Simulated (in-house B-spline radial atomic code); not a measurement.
# Pm²⁺: ionisation energy by several methods

The task here is to estimate one member of a computed series from the others.

The numbers are computed with in-house B-spline radial atomic code version 1 (scalar-relativistic (X2C), several functionals, spin-polarised, exact exchange averaged over the configuration; spherical all-electron atom at the radial basis limit), except any that are marked as measured or tabulated.

**What is computed**

| Item | Value |
| --- | --- |
| element | promethium (Z = 61) |
| charge | +2 |
| electrons | 59 |
| configuration | [Xe] 4f5 |
| nucleus | Fermi, rms radius 4.962 fm |

The outer shells:

[Xe] 4f5
```
[Xe] core
4f [↑ ][↑ ][↑ ][↑ ][↑ ][  ][  ]
```

Where spins are not typed, each open shell is filled with up spins first.

The first run:

Input settings:

```ini
Z = 61
electrons = 59.0
configuration = [Xe] 4f5
hamiltonian = x2c
method = hse06
spin_polarised = True
nucleus = fermi
rms_radius = 4.961999461404065
mass_number = 145
atomic_mass = 144.912755748
speed_of_light = 137.035999084
exact_exchange = averaged over the configuration
```

On the command line:

```bash
python run_scf.py task.json out
```

One command runs all members of the session, one after another, from task.json.

Among the steps run: HSE06; M06-2X; TPSSh; ωB97X; PBE0.

One table of the session follows, with a row left open; its other results are not shown here.

| method | ΔSCF (eV) |
| --- | --- |
| M06-2X | 23.329 |
| TPSSh | 23.940 |
| PBE0 | ? |
| HSE06 | 23.722 |
| ωB97X | 23.614 |

Q: Estimate the row for PBE0 from the others.

The run gave: ΔSCF (eV): 23.771. In the column «ΔSCF (eV)» it lies between HSE06 (23.722) and TPSSh (23.940).
